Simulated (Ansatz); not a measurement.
# Re2C: the cost of one run

Program: Ansatz 0.2.0. Level of theory: DFT PBEsol, scalar-relativistic, plane waves, PAW. These are calculated values, not measurements.

1 further run of the same task is left out (set aside as unsound or not needed).

### 1 The starting structure

The structure is hexagonal, space group P6_3/mmc (No. 194). The conventional cell has a = 2.859 Å, b = 2.859 Å, c = 9.893 Å, α = 90.00°, β = 90.00°, γ = 120.00°. Re (site symmetry 3m) has 3 C at 2.16 Å as nearest neighbours. C (site symmetry -6m2) is surrounded by 6 Re at 2.16 Å.

Structure file:

```cif
data_structure
_symmetry_space_group_name_H-M 'P6_3/mmc'
_symmetry_Int_Tables_number 194
_cell_length_a 2.8587
_cell_length_b 2.8587
_cell_length_c 9.8935
_cell_angle_alpha 90.000
_cell_angle_beta 90.000
_cell_angle_gamma 120.000
_cell_volume 70.02
loop_
_atom_site_label
_atom_site_type_symbol
_atom_site_symmetry_multiplicity
_atom_site_Wyckoff_symbol
_atom_site_fract_x
_atom_site_fract_y
_atom_site_fract_z
_atom_site_occupancy
Re1 Re 4 f 0.33333 0.66667 0.60846 1
C1 C 2 c 0.33333 0.66667 0.25000 1
```

It goes back to an entry of the Materials Project.

It is the result of an earlier relaxation at this level (volume 11.67 Å³/atom; gap on the mesh: none (metal)).

### 2 Relaxing with PBEsol

File input.yaml:

```yaml
crystal:
  lattice:
    - [2.8587326689, 0.0, 0.0]
    - [-1.4293663344, 2.4757351139, 0.0]
    - [0.0, 0.0, 9.8934505647]
  atoms:
    - { symbol: Re, position: [0.3333333333, 0.6666666667, 0.608461692] }
    - { symbol: Re, position: [0.6666666667, 0.3333333333, 0.108461692] }
    - { symbol: Re, position: [0.6666666667, 0.3333333333, 0.391538308] }
    - { symbol: Re, position: [0.3333333333, 0.6666666667, 0.891538308] }
    - { symbol: C, position: [0.3333333333, 0.6666666667, 0.25] }
    - { symbol: C, position: [0.6666666667, 0.3333333333, 0.75] }
basis:
  ecutwfc: 420
kpoints:
  mp_grid: { grid: [15, 15, 4] }
hamiltonian:
  xc: pbesol
scf:
  occupations: { method: gaussian, width: 0.1 }
output:
  forces: true
  stress: true
  eigenvalues: true
relax:
  adjacent_minimum: "off"
  f_tol: 0.005
  max_steps: 50
  cell: { stress_tol: 0.05 }
```

Started as:

```bash
$ ansatz run input.yaml --threads 2 --pin off --max-ram 5120MiB --backend cpu --events-out ev --progress --plain --runs-dir out
```

**Question.** How long does this run take on 2 threads of Arm Neoverse V2, shared host, and how much memory does it need?

About 31 s, with a peak of 0.47 GiB.
